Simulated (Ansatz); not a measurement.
Born–Oppenheimer molecular dynamics of a periodic cell of 16 atoms, WC (start crystal WC, start structure P-6m2, volume 1.1 times the crystal's). It goes on from the last frame of an earlier run, with new velocities.

The calculation used DFT r2SCAN, scalar-relativistic, plane waves, PAW in Ansatz. Settings: PAW set soft_1, cutoff 500 eV, k mesh 2x2x2, fermi-dirac smearing 0.24 eV, no spin polarisation.

| Quantity | Value |
| --- | --- |
| ensemble | NVT, Langevin thermostat |
| time step | 1 fs |
| steps asked | 149 |
| set temperature | 2240 K |
| friction | 0.02 /fs |
| temperature schedule | 112 steps to 300 K, then 37 steps to 300 K |
| seed | 535237 |

Frames 5 fs apart, positions in Å.

Velocities at 40 fs (Å/ps):

```
W -8.69 1.11 3.68
C -0.63 22.77 -1.73
W -0.15 -3.99 0.20
C 3.54 -12.86 -7.49
W 0.12 -0.03 4.43
C -7.64 -4.73 -1.44
W 0.72 -3.60 -2.35
C -11.37 -6.26 -16.72
W 1.48 3.58 3.43
C 4.14 -9.29 9.30
W -6.19 -1.38 -0.12
C -0.90 -12.26 6.06
W -3.33 -1.65 0.02
C -4.95 4.95 10.49
W 0.66 3.16 -1.07
C 4.44 3.69 -7.83
```

```xyz
16
Lattice="-2.9957 -5.1887 0.0000 4.4935 -2.5943 0.0000 0.0000 0.0000 5.8448" Properties=species:S:1:pos:R:3 time_fs=40 energy_less_start_eV=-0.760 T=1671
W -0.129 -5.116 0.119
C 1.478 -4.376 1.635
W -0.150 -5.008 3.033
C 1.173 -4.273 4.456
W -1.801 -2.661 0.120
C -0.014 -1.725 1.614
W -1.344 -2.441 3.072
C 0.151 -1.542 4.364
W 1.357 -2.442 -0.252
C 2.821 -1.613 1.498
W 1.522 -2.447 3.031
C 3.063 -1.751 4.449
W -0.043 -0.032 0.144
C -1.696 -4.276 1.850
W -0.084 0.177 3.072
C -1.678 -3.924 4.454
16
Lattice="-2.9957 -5.1887 0.0000 4.4935 -2.5943 0.0000 0.0000 0.0000 5.8448" Properties=species:S:1:pos:R:3 time_fs=45 energy_less_start_eV=-1.338 T=2103
W -0.174 -5.109 0.142
C 1.478 -4.266 1.634
W -0.152 -5.028 3.031
C 1.221 -4.339 4.424
W -1.795 -2.661 0.140
C -0.069 -1.737 1.573
W -1.343 -2.459 3.060
C 0.072 -1.573 4.289
W 1.370 -2.427 -0.225
C 2.840 -1.650 1.527
W 1.493 -2.454 3.026
C 3.049 -1.787 4.491
W -0.059 -0.039 0.147
C -1.693 -4.222 1.851
W -0.078 0.192 3.067
C -1.662 -3.957 4.427
16
Lattice="-2.9957 -5.1887 0.0000 4.4935 -2.5943 0.0000 0.0000 0.0000 5.8448" Properties=species:S:1:pos:R:3 time_fs=50 energy_less_start_eV=-2.242 T=2241
W -0.223 -5.103 0.168
C 1.458 -4.161 1.625
W -0.160 -5.048 3.028
C 1.283 -4.388 4.434
W -1.791 -2.662 0.160
C -0.091 -1.759 1.510
W -1.351 -2.473 3.049
C -0.025 -1.598 4.258
W 1.388 -2.412 -0.184
C 2.871 -1.676 1.551
W 1.468 -2.463 3.020
C 2.987 -1.778 4.529
W -0.077 -0.041 0.145
C -1.637 -4.152 1.786
W -0.072 0.195 3.066
C -1.677 -4.042 4.431
16
Lattice="-2.9957 -5.1887 0.0000 4.4935 -2.5943 0.0000 0.0000 0.0000 5.8448" Properties=species:S:1:pos:R:3 time_fs=55 energy_less_start_eV=-2.966 T=2245
W -0.264 -5.094 0.190
C 1.418 -4.106 1.594
W -0.169 -5.072 3.035
C 1.336 -4.415 4.465
W -1.787 -2.656 0.177
C -0.111 -1.785 1.460
W -1.368 -2.485 3.039
C -0.086 -1.616 4.306
W 1.405 -2.398 -0.138
C 2.891 -1.688 1.581
W 1.447 -2.477 3.016
C 2.906 -1.766 4.531
W -0.094 -0.043 0.141
C -1.571 -4.117 1.705
W -0.065 0.192 3.064
C -1.680 -4.169 4.487
16
Lattice="-2.9957 -5.1887 0.0000 4.4935 -2.5943 0.0000 0.0000 0.0000 5.8448" Properties=species:S:1:pos:R:3 time_fs=60 energy_less_start_eV=-3.265 T=2086
W -0.299 -5.085 0.207
C 1.356 -4.084 1.537
W -0.177 -5.101 3.050
C 1.384 -4.408 4.518
W -1.778 -2.647 0.192
C -0.123 -1.792 1.427
W -1.390 -2.499 3.027
C -0.103 -1.669 4.395
W 1.419 -2.393 -0.082
C 2.910 -1.672 1.569
W 1.432 -2.496 3.009
C 2.846 -1.721 4.514
W -0.111 -0.045 0.148
C -1.507 -4.086 1.636
W -0.058 0.189 3.063
C -1.669 -4.310 4.537
16
Lattice="-2.9957 -5.1887 0.0000 4.4935 -2.5943 0.0000 0.0000 0.0000 5.8448" Properties=species:S:1:pos:R:3 time_fs=65 energy_less_start_eV=-3.038 T=2287
W -0.321 -5.073 0.223
C 1.304 -4.067 1.455
W -0.181 -5.118 3.064
C 1.424 -4.361 4.572
W -1.768 -2.637 0.206
C -0.145 -1.770 1.399
W -1.415 -2.508 3.015
C -0.095 -1.712 4.478
W 1.435 -2.391 -0.021
C 2.922 -1.633 1.568
W 1.426 -2.526 2.995
C 2.822 -1.691 4.472
W -0.129 -0.048 0.157
C -1.491 -4.081 1.564
W -0.051 0.191 3.057
C -1.626 -4.436 4.582
16
Lattice="-2.9957 -5.1887 0.0000 4.4935 -2.5943 0.0000 0.0000 0.0000 5.8448" Properties=species:S:1:pos:R:3 time_fs=70 energy_less_start_eV=-2.560 T=1841
W -0.325 -5.062 0.234
C 1.251 -4.071 1.385
W -0.186 -5.128 3.077
C 1.461 -4.296 4.610
W -1.752 -2.625 0.219
C -0.139 -1.722 1.400
W -1.444 -2.514 3.008
C -0.103 -1.771 4.553
W 1.456 -2.391 0.032
C 2.920 -1.569 1.561
W 1.421 -2.561 2.982
C 2.809 -1.674 4.402
W -0.146 -0.054 0.159
C -1.510 -4.117 1.536
W -0.042 0.194 3.052
C -1.562 -4.526 4.612
16
Lattice="-2.9957 -5.1887 0.0000 4.4935 -2.5943 0.0000 0.0000 0.0000 5.8448" Properties=species:S:1:pos:R:3 time_fs=75 energy_less_start_eV=-2.517 T=1499
W -0.324 -5.057 0.240
C 1.220 -4.090 1.342
W -0.188 -5.135 3.090
C 1.477 -4.238 4.603
W -1.738 -2.612 0.229
C -0.134 -1.651 1.444
W -1.474 -2.517 3.006
C -0.116 -1.802 4.599
W 1.474 -2.393 0.082
C 2.882 -1.519 1.545
W 1.415 -2.597 2.968
C 2.820 -1.657 4.334
W -0.160 -0.060 0.163
C -1.556 -4.189 1.569
W -0.031 0.193 3.042
C -1.542 -4.554 4.607
16
Lattice="-2.9957 -5.1887 0.0000 4.4935 -2.5943 0.0000 0.0000 0.0000 5.8448" Properties=species:S:1:pos:R:3 time_fs=80 energy_less_start_eV=-2.924 T=1632
W -0.318 -5.053 0.240
C 1.210 -4.122 1.338
W -0.181 -5.135 3.100
C 1.487 -4.209 4.569
W -1.726 -2.599 0.242
C -0.129 -1.603 1.527
W -1.508 -2.519 3.013
C -0.122 -1.801 4.634
W 1.492 -2.390 0.126
C 2.818 -1.501 1.526
W 1.406 -2.629 2.962
C 2.843 -1.663 4.295
W -0.167 -0.061 0.161
C -1.641 -4.277 1.619
W -0.025 0.191 3.033
C -1.581 -4.512 4.562
16
Lattice="-2.9957 -5.1887 0.0000 4.4935 -2.5943 0.0000 0.0000 0.0000 5.8448" Properties=species:S:1:pos:R:3 time_fs=85 energy_less_start_eV=-3.165 T=1670
W -0.311 -5.049 0.234
C 1.225 -4.144 1.402
W -0.170 -5.136 3.110
C 1.484 -4.192 4.528
W -1.718 -2.589 0.250
C -0.143 -1.551 1.648
W -1.542 -2.518 3.027
C -0.144 -1.754 4.649
W 1.501 -2.391 0.159
C 2.751 -1.516 1.538
W 1.398 -2.658 2.961
C 2.880 -1.676 4.305
W -0.172 -0.064 0.154
C -1.752 -4.342 1.653
W -0.020 0.192 3.026
C -1.664 -4.429 4.514
16
Lattice="-2.9957 -5.1887 0.0000 4.4935 -2.5943 0.0000 0.0000 0.0000 5.8448" Properties=species:S:1:pos:R:3 time_fs=90 energy_less_start_eV=-2.987 T=1485
W -0.306 -5.050 0.223
C 1.266 -4.154 1.525
W -0.162 -5.139 3.119
C 1.495 -4.213 4.489
W -1.715 -2.578 0.255
C -0.160 -1.530 1.775
W -1.579 -2.518 3.047
C -0.166 -1.695 4.642
W 1.500 -2.400 0.190
C 2.712 -1.543 1.585
W 1.392 -2.682 2.955
C 2.927 -1.697 4.361
W -0.183 -0.061 0.145
C -1.831 -4.352 1.652
W -0.021 0.195 3.024
C -1.734 -4.363 4.481
16
Lattice="-2.9957 -5.1887 0.0000 4.4935 -2.5943 0.0000 0.0000 0.0000 5.8448" Properties=species:S:1:pos:R:3 time_fs=95 energy_less_start_eV=-3.190 T=1520
W -0.300 -5.053 0.208
C 1.315 -4.181 1.645
W -0.155 -5.134 3.130
C 1.492 -4.261 4.453
W -1.713 -2.567 0.259
C -0.206 -1.542 1.841
W -1.614 -2.521 3.073
C -0.164 -1.669 4.625
W 1.491 -2.412 0.215
C 2.714 -1.580 1.648
W 1.383 -2.695 2.956
C 2.962 -1.705 4.450
W -0.192 -0.053 0.138
C -1.823 -4.281 1.623
W -0.031 0.193 3.032
C -1.779 -4.289 4.473
```

Of the whole run (149 fs, mean temperature of the second half 1209 K): The schedule's set-point averaged 462 K over the second half and the system 1209 K, so it lags behind the ramp. A run of 0.15 ps of so small a system gives no equilibrium averages. Limits of this set-up: coarse k mesh.

The run took 32 min on 2 threads of Arm Neoverse V1 (shared host), peak memory 0.97 GiB.
